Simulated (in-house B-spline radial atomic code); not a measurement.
# Os: numerical settings, good and bad

Aim: try Os with numerical settings changed, some of them on purpose beyond sense, against a run with standard settings.

Method: scalar-relativistic (spin-free one-electron X2C) Hartree-Fock, average of configuration, Fermi nucleus, basis-set limit. Code: in-house B-spline radial atomic code version 1.

### 1 Starting point

| Item | Value |
| --- | --- |
| element | osmium (Z = 76) |
| charge | 0 |
| electrons | 76 |
| configuration | [Xe] 4f14 5d6 6s2 |
| Hamiltonian | scalar-relativistic (X2C) |
| nucleus | Fermi, rms radius 5.413 fm |

Outer shells as boxes (Hund's rule):

[Xe] 4f14 5d6 6s2
```
[Xe] core
4f [↑↓][↑↓][↑↓][↑↓][↑↓][↑↓][↑↓]
5d [↑↓][↑ ][↑ ][↑ ][↑ ]
6s [↑↓]
```

The boxes draw the filling by Hund's rule, which heavy ions in jj coupling don't follow; these runs average over all states of the configuration.

A run counts as converged when the orbital gradient is under the tolerance times 76 hartree (or under the basis's noise floor) and the energy moved by less than 1e-8 hartree times the root of its size. Energy differences under 5e-05 hartree are noise.

The run's settings:

```ini
Z = 76
electrons = 76.0
configuration = [Xe] 4f14 5d6 6s2
hamiltonian = x2c
method = hf
spin_polarised = False
nucleus = fermi
rms_radius = 5.4126
mass_number = 192
atomic_mass = 191.961478765
speed_of_light = 137.035999084
knot_spacing = 0.22
spline_order = 8
gauss_points = 12
box_radius = 50
max_iterations = 70
damping = 0.5
damped_steps = 3
diis_vectors = 10
tolerance = 1e-08
start = Thomas-Fermi
```

From the earlier run of the reference: total energy -17250.071992 hartree. Levels, eight at most:

```tsv
orbital	occupation	energy (eV)	<r> (bohr)
4s	2	-690.51	0.4320
4p	6	-524.25	0.4580
4d	10	-309.95	0.4890
5s	2	-108.32	1.021
4f	14	-71.439	0.5508
5p	6	-62.703	1.179
5d	6	-11.518	1.768
6s	2	-7.842	3.179
```

### 2 Gauss points an interval 4; box radius 100; cap on iterations 2; starting potential bare nucleus

The run's settings:

```ini
Z = 76
electrons = 76.0
configuration = [Xe] 4f14 5d6 6s2
hamiltonian = x2c
method = hf
spin_polarised = False
nucleus = fermi
rms_radius = 5.4126
mass_number = 192
atomic_mass = 191.961478765
speed_of_light = 137.035999084
knot_spacing = 0.22
spline_order = 8
gauss_points = 4
box_radius = 100
max_iterations = 2
damping = 0.5
damped_steps = 3
diis_vectors = 10
tolerance = 1e-08
start = bare nucleus
```

Started as:

```sh
$ python run_scf.py task.json out
```

task.json lists these runs, among others, and the program works through them in turn.

### 3 Box radius 2; first knot 0.0132; cap on iterations 50; number of damped steps 0; starting potential bare nucleus

Changes to the settings of step 2:

```diff
@@ -13,7 +13,8 @@
 spline_order = 8
-gauss_points = 4
-box_radius = 100
-max_iterations = 2
+gauss_points = 12
+box_radius = 2.0
+first_knot = 0.0132
+max_iterations = 50
 damping = 0.5
-damped_steps = 3
+damped_steps = 0
 diis_vectors = 10
```

### 4 Spline order 4; cap on iterations 75; convergence tolerance 1e-10

The run's settings:

```ini
Z = 76
electrons = 76.0
configuration = [Xe] 4f14 5d6 6s2
hamiltonian = x2c
method = hf
spin_polarised = False
nucleus = fermi
rms_radius = 5.4126
mass_number = 192
atomic_mass = 191.961478765
speed_of_light = 137.035999084
knot_spacing = 0.22
spline_order = 4
gauss_points = 12
box_radius = 50
max_iterations = 75
damping = 0.5
damped_steps = 3
diis_vectors = 10
tolerance = 1e-10
start = Thomas-Fermi
```

### 5 Knot spacing (logarithmic) 1; spline order 7; cap on iterations 50; damping (share of the old matrix) 0.2; convergence tolerance 0.01

The run's settings:

```ini
Z = 76
electrons = 76.0
configuration = [Xe] 4f14 5d6 6s2
hamiltonian = x2c
method = hf
spin_polarised = False
nucleus = fermi
rms_radius = 5.4126
mass_number = 192
atomic_mass = 191.961478765
speed_of_light = 137.035999084
knot_spacing = 1.0
spline_order = 7
gauss_points = 12
box_radius = 50
max_iterations = 50
damping = 0.2
damped_steps = 3
diis_vectors = 10
tolerance = 0.01
start = Thomas-Fermi
```

### 6 Spline order 10; first knot 0.00132; cap on iterations 12

The run's settings:

```ini
Z = 76
electrons = 76.0
configuration = [Xe] 4f14 5d6 6s2
hamiltonian = x2c
method = hf
spin_polarised = False
nucleus = fermi
rms_radius = 5.4126
mass_number = 192
atomic_mass = 191.961478765
speed_of_light = 137.035999084
knot_spacing = 0.22
spline_order = 10
gauss_points = 12
box_radius = 50
first_knot = 0.00132
max_iterations = 12
damping = 0.5
damped_steps = 3
diis_vectors = 10
tolerance = 1e-08
start = Thomas-Fermi
```

### 7 Configuration [Xe] 4f14 5d6 6s2 7p-1

In configurations, a minus sign after the shell means j = l − 1/2 and a plus sign j = l + 1/2; the count of electrons follows.

The run's settings:

```ini
Z = 76
electrons = 77.0
configuration = [Xe] 4f14 5d6 6s2 7p-1
hamiltonian = x2c
method = hf
spin_polarised = False
nucleus = fermi
rms_radius = 5.4126
mass_number = 192
atomic_mass = 191.961478765
speed_of_light = 137.035999084
knot_spacing = 0.22
spline_order = 8
gauss_points = 12
box_radius = 50
max_iterations = 100
damping = 0.5
damped_steps = 3
diis_vectors = 10
tolerance = 1e-08
start = Thomas-Fermi
```

### 8 Another Hamiltonian or method

Changes to the settings of step 7:

```diff
@@ -1,6 +1,6 @@
 Z = 76
-electrons = 77.0
-configuration = [Xe] 4f14 5d6 6s2 7p-1
-hamiltonian = x2c
-method = hf
+electrons = 76.0
+configuration = [Xe] 4f14 5d6 6s2
+hamiltonian = dirac
+method = r2scan
 spin_polarised = False
@@ -15,3 +15,3 @@
 box_radius = 50
-max_iterations = 100
+max_iterations = 70
 damping = 0.5
```

Q: Which of these runs converge to the reference energy, which miss it and by about how much, and which fail?

As calculated:

| run | outcome | iterations | energy less the reference (hartree) |
| --- | --- | --- | --- |
| reference | converged | 11 | 0 |
| Gauss points an interval 4; box radius 100; cap on iterations 2; starting potential bare nucleus | not converged | 2 | - |
| box radius 2; first knot 0.0132; cap on iterations 50; number of damped steps 0; starting potential bare nucleus | converged | 12 | +19.7 |
| spline order 4; cap on iterations 75; convergence tolerance 1e-10 | converged | 12 | +0.0128 |
| knot spacing (logarithmic) 1; spline order 7; cap on iterations 50; damping (share of the old matrix) 0.2; convergence tolerance 0.01 | converged | 7 | +48.3 |
| spline order 10; first knot 0.00132; cap on iterations 12 | converged | 11 | -0.186 |
| Configuration [Xe] 4f14 5d6 6s2 7p-1 | refused | - | - |
| Another Hamiltonian or method | refused | - | - |

Of 7 changed inputs, 4 converged to another value, 1 did not converge and 2 met a refusal. The worst converged miss is +48.3 hartree (knot spacing (logarithmic) 1; spline order 7; cap on iterations 50; damping (share of the old matrix) 0.2; convergence tolerance 0.01): that the iterations converge says nothing of the basis, the quadrature or the box.
